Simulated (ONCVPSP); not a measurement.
**An ONCV potential for gallium, from input to tests**

Aim: build the potential from the settings below, then test how well it stands in for the atom: other configurations, scattering, ghost states and the plane-wave cutoff that it needs.

Method: ONCVPSP 4.0.1, PBEsol, fully relativistic.

### 1 The atom and the settings

Typed settings, in words:

```
element                 : gallium (Ga, Z = 31)
type                    : optimised norm-conserving Vanderbilt (ONCV)
frozen core             : [Ne] 3s2
valence charge          : 19
reference configuration : 3p6 3d10 4s2 4p1
partial waves           : 4s: rc 2.10 bohr, ncon 3, nbas 7, qcut 2.9 1/bohr, 3 projectors, debl 1.3 Ha; 3p+4p: rc 1.10 bohr, ncon 5, nbas 8, qcut 15.9 1/bohr, 2 projectors; 3d: rc 0.80 bohr, ncon 4, nbas 9, qcut 17.7 1/bohr, 2 projectors, debl 3.5 Ha
local potential         : polynomial inside 0.75 bohr (lpopt 5, dvloc0 2 Ha)
core correction         : Teter function, fcfact 1.5, rcfact 1.05
```

The outer shells as boxes (Hund's rule for the drawing; the calculation is spin-unpolarised):

```
[Ne] core
3s [↑↓]
3p [↑↓][↑↓][↑↓]
3d [↑↓][↑↓][↑↓][↑↓][↑↓]
4s [↑↓]
4p [↑ ][  ][  ]
```

### 2 Generation

Input file Ga.dat:

```
# ATOM AND REFERENCE CONFIGURATION
# atsym  z   nc   nv     iexc    psfile
  Ga 31.00    4    4  -116133      upf
#
#   n    l    f
    1    0    2.00
    2    0    2.00
    2    1    6.00
    3    0    2.00
    3    1    6.00
    3    2   10.00
    4    0    2.00
    4    1    1.00
#
# PSEUDOPOTENTIAL AND OPTIMIZATION
# lmax
    2
#
#   l,   rc,      ep,       ncon, nbas, qcut
    0    2.10    0.00    3    7    2.90
    1    1.10    0.00    5    8   15.90
    2    0.80    0.00    4    9   17.70
#
# LOCAL POTENTIAL
# lloc, lpopt,  rc(5),   dvloc0
    4    5    0.75    2.00
#
# VANDERBILT-KLEINMAN-BYLANDER PROJECTORs
# l, nproj, debl
    0    3    1.30
    1    2    1.60
    2    2    3.50
#
# MODEL CORE CHARGE
# icmod, fcfact, rcfact
    3    1.50    1.05
#
# LOG DERIVATIVE ANALYSIS
# epsh1, epsh2, depsh
   -5.00    5.00    0.04
#
# OUTPUT GRID
# rlmax, drl
    6.00    0.01
#
# TEST CONFIGURATIONS
# ncnf
    4
# nvcnf
#   n    l    f
    4
    3    1    6.00
    3    2   10.00
    4    0    2.00
    4    1    0.00
#
    4
    3    1    6.00
    3    2   10.00
    4    0    1.00
    4    1    0.00
#
    4
    3    1    6.00
    3    2   10.00
    4    0    0.00
    4    1    0.00
#
    4
    3    1    6.00
    3    2   10.00
    4    0    1.00
    4    1    2.00
#
```

Command:

```bash
$ oncvpspr.x < Ga.dat > Ga.out
```

The output, Ga.out (without the consistency checks and plot data):

```text
ONCVPSP  (Optimized Norm-Conservinng Vanderbilt PSeudopotential)
relativistic version 4.0.1

#   n    l    f        energy (Ha)
    1    0    2.00    -3.7551295D+02
    2    0    2.00    -4.6330807D+01
    2    1    6.00    -4.0010306D+01    -4.1025229D+01
    3    0    2.00    -5.4290349D+00
    3    1    6.00    -3.5819367D+00    -3.7152748D+00
    3    2   10.00    -6.9726764D-01    -7.1424092D-01
    4    0    2.00    -3.2932324D-01
    4    1    1.00    -9.3066087D-02    -9.7414308D-02

Reference configufation results
  iterations    32
  all-electron total energy (Ha)   -1.94253981D+03

Begin loop to  construct optimized pseudo wave functions
and semi-local pseudopoentials for all angular momenta

   Wellstate for l =  0  n =  5 kap= -1
     eigenvalue =   0.9707
     asymptotic potential =   1.4707
     half-point radius =  3.3473

   Wellstate for l =  0  n =  6 kap= -1
     eigenvalue =   2.2707
     asymptotic potential =   2.7707
     half-point radius =  3.7724

Calculating optimized projector #   1

 for l=   0

    Fraction of norm inside rc  0.454272
    Optimizing pswf for qcut=   2.91 a_B^-1,  ecut=   4.22 Ha
    Residual kinetic energy error=  2.55D-03 Ha

    Energy error per electron        Cutoff
         Ha          eV             Ha
         0.01000     0.27211        2.78
         0.00100     0.02721        8.80
         0.00010     0.00272       31.32
         0.00001     0.00027       63.35

Calculating optimized projector #   2

 for l=   0

    Fraction of norm inside rc  0.241172
    Optimizing pswf for qcut=   2.91 a_B^-1,  ecut=   4.22 Ha
    Residual kinetic energy error=  2.52D-02 Ha

    Energy error per electron        Cutoff
         Ha          eV             Ha
         0.01000     0.27211        5.06
         0.00100     0.02721       11.25
         0.00010     0.00272       32.23
         0.00001     0.00027       39.48

Calculating optimized projector #   3

 for l=   0

    Fraction of norm inside rc  0.132930
    Optimizing pswf for qcut=   2.91 a_B^-1,  ecut=   4.22 Ha
    Residual kinetic energy error=  1.01D-01 Ha

    Energy error per electron        Cutoff
         Ha          eV             Ha
         0.01000     0.27211        6.73
         0.00100     0.02721       14.16
         0.00010     0.00272       35.99
         0.00001     0.00027       56.61

Calculating optimized projector #   1

 for l=   1

    Fraction of norm inside rc  0.919871
    Optimizing pswf for qcut=  15.92 a_B^-1,  ecut= 126.67 Ha
    Residual kinetic energy error=  3.56D-08 Ha

    Energy error per electron        Cutoff
         Ha          eV             Ha
         0.01000     0.27211       41.92
         0.00100     0.02721       51.72
         0.00010     0.00272       61.28
         0.00001     0.00027       96.05

Calculating optimized projector #   2

 for l=   1

    Fraction of norm inside rc  0.017528
    Optimizing pswf for qcut=  15.92 a_B^-1,  ecut= 126.67 Ha
    Residual kinetic energy error=  2.70D-09 Ha

    Energy error per electron        Cutoff
         Ha          eV             Ha
         0.01000     0.27211       26.24
         0.00100     0.02721       38.93
         0.00010     0.00272       49.57
         0.00001     0.00027       59.03

Calculating optimized projector #   1

 for l=   1

    Fraction of norm inside rc  0.926174
    Optimizing pswf for qcut=  15.92 a_B^-1,  ecut= 126.67 Ha
    Residual kinetic energy error=  3.21D-08 Ha

    Energy error per electron        Cutoff
         Ha          eV             Ha
         0.01000     0.27211       43.67
         0.00100     0.02721       54.02
         0.00010     0.00272       62.79
         0.00001     0.00027       93.16

Calculating optimized projector #   2

 for l=   1

    Fraction of norm inside rc  0.018292
    Optimizing pswf for qcut=  15.92 a_B^-1,  ecut= 126.67 Ha
    Residual kinetic energy error=  2.43D-09 Ha

    Energy error per electron        Cutoff
         Ha          eV             Ha
         0.01000     0.27211       27.44
         0.00100     0.02721       40.61
         0.00010     0.00272       51.63
         0.00001     0.00027       60.80

   Wellstate for l =  2  n =  5 kap= -3
     eigenvalue =   2.8027
     asymptotic potential =   3.3027
     half-point radius =  2.7833

Calculating optimized projector #   1

 for l=   2

    Fraction of norm inside rc  0.590284
    Optimizing pswf for qcut=  17.68 a_B^-1,  ecut= 156.33 Ha
    Residual kinetic energy error=  4.22D-05 Ha

    Energy error per electron        Cutoff
         Ha          eV             Ha
         0.01000     0.27211      113.47
         0.00100     0.02721      133.30
         0.00010     0.00272      149.55
         0.00001     0.00027      352.58

Calculating optimized projector #   2

 for l=   2

    Fraction of norm inside rc  0.047751
    Optimizing pswf for qcut=  17.68 a_B^-1,  ecut= 156.33 Ha
    Residual kinetic energy error=  1.96D-05 Ha

    Energy error per electron        Cutoff
         Ha          eV             Ha
         0.01000     0.27211      100.21
         0.00100     0.02721      125.50
         0.00010     0.00272      144.48
         0.00001     0.00027      169.07

   Wellstate for l =  2  n =  5 kap=  2
     eigenvalue =   2.7858

Calculating optimized projector #   1

 for l=   2

    Fraction of norm inside rc  0.595580
[... 108 lines left out ...]

   1  -2   1.1026824   1.1361622  -3.5819367   0.0000949   1.0001932   1.0002294
   1   1   1.1026824   1.1361622  -3.7152748   0.0007488   0.9998597   0.9999975
   1  -2   1.1026824   1.1361622  -0.0930661   0.0000090   1.0001557   1.0000733
   1   1   1.1026824   1.1361622  -0.0974143   0.0000497   1.0007485   1.0002191

   2  -3   0.8030775   0.8274607  -0.6972676  -0.0000780   1.0001866   1.0002820
   2   2   0.8030775   0.8274607  -0.7142409   0.0001011   1.0002172   1.0000870
   2  -3   0.8030775   0.8274607   2.8027324  -0.0000367   1.0005437   1.0005437
   2   2   0.8030775   0.8274607   2.8003062  -0.0000356   1.0005459   1.0005459

Diagnostic tests using Vanderbilt-Kleinman-Bylander pseudopotentials
  relativistic with scalar and spin-orbit non-local projectors

   l  kap   rcore       rmatch      e in        delta e    norm test   slope test

   0  -1   2.1039351   2.1678152  -0.3293232   0.0000615   1.0000709   1.0007336
   0  -1   2.1039351   2.1678152   0.9706768   0.0000052   1.0001891   1.0001891
   0  -1   2.1039351   2.1678152   2.2706768   0.0000649   1.0001227   1.0001227

   1  -2   1.1026824   1.1361622  -3.5819367   0.0000880   1.0001934   1.0002282
   1   1   1.1026824   1.1361622  -3.7152748   0.0007420   0.9998599   0.9999963
   1  -2   1.1026824   1.1361622  -0.0930661   0.0000090   1.0001552   1.0000732
   1   1   1.1026824   1.1361622  -0.0974143   0.0000497   1.0007481   1.0002190

   2  -3   0.8030775   0.8274607  -0.6972676  -0.0000744   1.0001868   1.0002857
   2   2   0.8030775   0.8274607  -0.7142409   0.0000961   1.0002169   1.0000820
   2  -3   0.8030775   0.8274607   2.8027324  -0.0000322   1.0005440   1.0005440
   2   2   0.8030775   0.8274607   2.8003062  -0.0000421   1.0005454   1.0005454

Ghost test for J = L + 1/2

 Testing for bound ghosts
   n   l    E NL Schr. Eq   E Basis Diag.   E Cutoff

       0                       -0.874751     58.98  WARNING - GHOST(-)
   1   0       -0.329262       -0.327077     58.98

   2   1       -3.581842       -3.581825    250.02
   3   1       -0.093057        0.264675    250.02

   3   2       -0.697346       -0.668987    686.59

 Testing for highly-localized positive-energy ghosts
       l    <radius>/rc     E Basis Diag.   E Cutoff

Ghost test for J = L - 1/2

 Testing for bound ghosts
   n   l    E NL Schr. Eq   E Basis Diag.   E Cutoff

       0                       -0.874751     58.98  WARNING - GHOST(-)
   1   0       -0.329262       -0.327077     58.98

   2   1       -3.714526       -3.714512    250.02
   3   1       -0.097365        0.247831    250.02

   3   2       -0.714140       -0.686816    686.59

 Testing for highly-localized positive-energy ghosts
       l    <radius>/rc     E Basis Diag.   E Cutoff

Test configuration 0

   n   l kap    f        eae           eps        diff
   1   0  -1  2.0000 -375.51294564
   2   0  -1  2.0000  -46.33080749
   2   1  -2  4.0000  -40.01030627
   2   1   1  2.0000  -41.02522929
   3   0  -1  2.0000   -5.42903488
   3   1  -2  4.0000   -3.58193666   -3.58184173    9.49E-05
   3   1   1  2.0000   -3.71527481   -3.71452600    7.49E-04
   3   2  -3  6.0000   -0.69726764   -0.69734563   -7.80E-05
   3   2   2  4.0000   -0.71424092   -0.71413986    1.01E-04
   4   0  -1  2.0000   -0.32932324   -0.32926175    6.15E-05
   4   1  -2  0.6667   -0.09306609   -0.09305705    9.03E-06
   4   1   1  0.3333   -0.09741431   -0.09736459    4.97E-05

    Total energies and differences
      AE_ref= -1.94253981E+03  AE_tst= -1.94253981E+03  dif=  0.00E+00
      PS_ref= -2.01453621E+02  PS_tst= -2.01453621E+02  dif= -5.12E-13
      PSP excitation error=  5.12E-13

Test configuration 1

   n   l kap    f        eae           eps        diff
   1   0  -1  2.0000 -375.82062919
   2   0  -1  2.0000  -46.63572195
   2   1  -2  4.0000  -40.31556411
   2   1   1  2.0000  -41.33052849
   3   0  -1  2.0000   -5.73439894
   3   1  -2  4.0000   -3.88745053   -3.88662071    8.30E-04
   3   1   1  2.0000   -4.02074991   -4.01928826    1.46E-03
   3   2  -3  6.0000   -1.00213575   -1.00162169    5.14E-04
   3   2   2  4.0000   -1.01913915   -1.01845036    6.89E-04
   4   0  -1  2.0000   -0.60125665   -0.60102255    2.34E-04
   4   1  -2  0.0000   -0.33055425   -0.33055425    0.00E+00
   4   1   1  0.0000   -0.33694424   -0.33694424    0.00E+00

    Total energies and differences
      AE_ref= -1.94253981E+03  AE_tst= -1.94233102E+03  dif=  2.09E-01
      PS_ref= -2.01453621E+02  PS_tst= -2.01244864E+02  dif=  2.09E-01
      PSP excitation error=  3.36E-05

Test configuration 2

   n   l kap    f        eae           eps        diff
   1   0  -1  2.0000 -376.26954993
   2   0  -1  2.0000  -47.07440678
   2   1  -2  4.0000  -40.75506365
   2   1   1  2.0000  -41.77014839
   3   0  -1  2.0000   -6.17710258
   3   1  -2  4.0000   -4.33018924   -4.33070819   -5.19E-04
   3   1   1  2.0000   -4.46340721   -4.46319592    2.11E-04
   3   2  -3  6.0000   -1.44043662   -1.44153002   -1.09E-03
   3   2   2  4.0000   -1.45757677   -1.45847899   -9.02E-04
   4   0  -1  1.0000   -0.95659194   -0.95825753   -1.67E-03
   4   1  -2  0.0000   -0.64576341   -0.64576341    0.00E+00
   4   1   1  0.0000   -0.65468626   -0.65468626    0.00E+00

    Total energies and differences
      AE_ref= -1.94253981E+03  AE_tst= -1.94155426E+03  dif=  9.86E-01
      PS_ref= -2.01453621E+02  PS_tst= -2.00467558E+02  dif=  9.86E-01
      PSP excitation error= -5.14E-04

Test configuration 3

psatom_r: WARNING lschvkbb convergence error n,l,kap,iter=   3   1  -2

ea(ii),et,emin,emax -1.014106E-01 -1.115517E-01 -1.115517E-01 -1.115517E-01
run_config_r: WARNING for fully non-local PS atom,
 WARNING no output for configuration 4

Test configuration 4

   n   l kap    f        eae           eps        diff
   1   0  -1  2.0000 -375.58474315
   2   0  -1  2.0000  -46.39910353
   2   1  -2  4.0000  -40.07871951
   2   1   1  2.0000  -41.09367139
   3   0  -1  2.0000   -5.50031217
   3   1  -2  4.0000   -3.65317524   -3.65453901   -1.36E-03
   3   1   1  2.0000   -3.78647171   -3.78708566   -6.14E-04
   3   2  -3  6.0000   -0.76644629   -0.76801258   -1.57E-03
   3   2   2  4.0000   -0.78347776   -0.78484788   -1.37E-03
   4   0  -1  1.0000   -0.36953634   -0.37059407   -1.06E-03
   4   1  -2  1.3333   -0.12164764   -0.12159920    4.84E-05
   4   1   1  0.6667   -0.12662333   -0.12654714    7.62E-05

    Total energies and differences
      AE_ref= -1.94253981E+03  AE_tst= -1.94229913E+03  dif=  2.41E-01
      PS_ref= -2.01453621E+02  PS_tst= -2.01212428E+02  dif=  2.41E-01
      PSP excitation error= -5.11E-04
```

Wall time 8.8 s (1 thread, shared host).

Densities times 4π (e/bohr³); a dash where the program caps the true core:

| r (bohr) | pseudo valence | true core | model core |
| --- | --- | --- | --- |
| 0.105 | 11.21 | – | 119.9 |
| 0.315 | 104.1 | 121.8 | 7.697 |
| 0.525 | 84.47 | 15.56 | 0.0013 |
| 0.735 | 33.79 | 5.265 | 0.000153 |
| 0.945 | 12.53 | 1.376 | 1.112e-05 |
| 1.155 | 4.866 | 0.3203 | 0 |
| 1.365 | 2.148 | 0.07143 | 0 |
| 1.575 | 1.127 | 0.0157 | 0 |
| 1.785 | 0.6983 | 0.003439 | 0 |
| 1.995 | 0.4732 | 0.0007559 | 0 |
| 2.205 | 0.3291 | 0.0001671 | 0 |
| 2.415 | 0.2338 | 3.711e-05 | 0 |
| 2.625 | 0.1681 | 8.31e-06 | 0 |

### 3 The configuration tests of the same run

1 test gave no usable energy difference (3p6 3d10 4s0 4p0).

The tests as a table, with energies relative to 3p6 3d10 4s2 4p1.

| valence configuration | charge | ΔE all-electron (eV) | error AE − PS (meV) |
| --- | --- | --- | --- |
| 3p6 3d10 4s2 4p0 | +1 | 5.681 | +0.9 |
| 3p6 3d10 4s1 4p0 | +2 | 26.818 | -14 |
| 3p6 3d10 4s1 4p2 | 0 | 6.549 | -14 |

### 4 Does it scatter like the atom?

Taken from the files of the generation run. The phase is arctan(r·R′/R) of the radial function R, unwrapped, with energies in Ha. A pole is an energy at which the radial function vanishes at the test radius. The pseudo phase is shifted by a multiple of π to meet the all-electron one at the reference energy. Levels narrower than the energy grid can be missing from the poles. Where the grid stepped over a known ghost or core level, its pole and its step of π were put in at the level's energy. The last column is the largest difference on the grid between −0.5 and +0.5 Ha.

| channel | radius (bohr) | reference (Ha) | poles AE | poles PS | window around the reference with phases within 0.05 rad (Ha) | largest difference near zero (rad) |
| --- | --- | --- | --- | --- | --- | --- |
| s | 2.13 | -0.33 | 0.96 | -0.88, 0.96 | above -0.9 | 0.000 |
| p3/2 | 1.12 | -0.09 | -2.59 | -2.59 | the whole range | 0.000 |
| p1/2 | 1.12 | -0.10 | -2.78 | -2.78 | the whole range | 0.000 |
| d5/2 | 0.81 | -0.70 | 3.17 | 3.17 | the whole range | 0.000 |
| d3/2 | 0.81 | -0.71 | 3.12 | 3.12 | the whole range | 0.000 |

Phases (rad) along the scan:

```
E (Ha)    s AE    s PS  p3/2 AE  p3/2 PS
 -4.96   1.382   4.522    0.291    0.291
 -4.48   1.367   4.508   -0.414   -0.414
 -4.00   1.349   4.490   -1.009   -1.009
 -3.52   1.326   4.467   -1.312   -1.312
 -3.04   1.295   4.437   -1.474   -1.474
 -2.56   1.251   4.392   -1.576   -1.576
 -2.08   1.180   4.321   -1.650   -1.649
 -1.60   1.046   4.188   -1.709   -1.709
 -1.12   0.710   3.852   -1.761   -1.761
 -0.64  -0.306  -0.305   -1.812   -1.812
 -0.16  -1.138  -1.138   -1.863   -1.863
  0.32  -1.409  -1.409   -1.920   -1.920
  0.80  -1.538  -1.538   -1.986   -1.986
  1.28  -1.627  -1.627   -2.066   -2.066
  1.76  -1.712  -1.712   -2.168   -2.168
  2.24  -1.826  -1.826   -2.305   -2.305
  2.72  -2.054  -2.054   -2.494   -2.494
  3.20  -2.814  -2.813   -2.754   -2.754
  3.68  -4.008  -4.008   -3.085   -3.085
  4.16  -4.373  -4.373   -3.435   -3.435
  4.64  -4.508  -4.509   -3.734   -3.734
```

### 5 Plane-wave cutoff and ghosts

Read off the output, the cutoffs (Ha) at which the residual kinetic energy of the hardest occupied pseudo-wave falls to 1 and 0.1 mHa per electron: 134 Ha and 150 Ha.

The program's own ghost test: GHOST(-) flagged for s at -23.8 eV; no localised positive-energy state flagged.

Cutoff (Ha) at which the first wave of each channel reaches a given error (Ha per electron):

```csv
error,s,p,d
1.0e-02,2.8,41.9,113.5
3.2e-03,4.0,47.1,124.5
1.0e-03,8.8,51.7,133.3
3.2e-04,25.8,56.5,141.6
1.0e-04,31.3,61.3,149.5
3.2e-05,44.2,85.4,169.5
1.0e-05,63.3,96.1,352.6
```

### 6 Results

```
                                                quantity                                            value
  cutoffs for 1 and 0.1 mHa per electron, occupied waves                                134 Ha and 150 Ha
                                            bound ghosts                                   s at -23.80 eV
                                          GHOST(+) flags                               none at low energy
                       largest miss of a reference level                                      20 meV (3p)
                            largest test error (AE − PS)  -14 meV, for 3p6 3d10 4s1 4p0 (1 test unsolved)
largest phase difference near zero energy, channels read                                        0.000 rad
 rms error of d²Exc/dn², without and with the model core                                7.58 and 7.37 mHa
```

In words: It has a bound ghost (s), a state that the atom doesn't have, and that rules the file out. By total energies transferability is good where solved: the largest error is 14 meV on 26.8 eV, for 3p6 3d10 4s1 4p0. Atomic tests can pass in spite of a ghost, since they solve only for the levels asked. Of the tests 1 gave no usable energy difference, which is a warning in itself. It counts as very hard, with 134 Ha needed at the looser tolerance. At the looser tolerance the 3d wave is the slowest; 3p needs 54 Ha. Near zero energy the phases of the channels with partial waves agree within 0.001 rad. The pseudo curves have a pole with no partner nearby in the atom's: s at -0.88 Ha. These are tests on the free atom; a crystal test is still owed.
